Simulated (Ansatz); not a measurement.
# GaHPS: the cost of one run

Method: the settings change from run to run; program: Ansatz 0.2.0, Gaussian basis.

49 further runs of the same task are left out: 7 for a known fault of the program, 4 for a mislabelled method, 30 that didn't finish, 8 set aside as unsound or not needed.

## 1. The system

The geometry derives from a PBE0/def2-TZVP stationary point (not a proven minimum). One bond is set to the value named and the two fragments are kept rigid. No spin-orbit coupling is included. The filled d shell of Ga may be among the frozen orbitals whatever the setting's name suggests; the logs give the count.

4 atoms, charge 0, spin multiplicity 2.

Atoms are counted from 1 here; the program's logs count them from 0.

Bond lengths: P1–H4 1.428 Å, Ga2–S3 2.019 Å.

Coordinates:

```xyz
4
GaHPS
P     0.0000   -0.4922    4.2696
Ga    0.0000   -0.2271   -3.2757
S     0.0000   -0.2157   -5.2948
H     0.0000    0.9350    4.3009
```

## 2. HF/cc-pVDZ

Input file in.yaml:

```yaml
crystal:
  periodic: [false, false, false]
  atoms:
    - {symbol: P, position_ang: [-0.000017, -0.492234, 4.269620]}
    - {symbol: Ga, position_ang: [0.000023, -0.227067, -3.275722]}
    - {symbol: S, position_ang: [0.000010, -0.215702, -5.294771]}
    - {symbol: H, position_ang: [-0.000016, 0.935003, 4.300873]}
basis:
  gaussian: {orbitals: cc-pVDZ}
magnetization: {spin_polarized: false, initial_magnetization: 1}
hamiltonian: {xc: hf}
output: {orbitals: {seedname: orbitals}}
```

On the command line:

```
$ ansatz run in.yaml --threads 1 --pin off --events-out ev --progress --plain --max-ram 2393MiB
```

Q: Estimate wall time and peak memory on 1 thread of Arm Neoverse V1, shared host.

About 6.5 s, with a peak of 0.32 GiB.
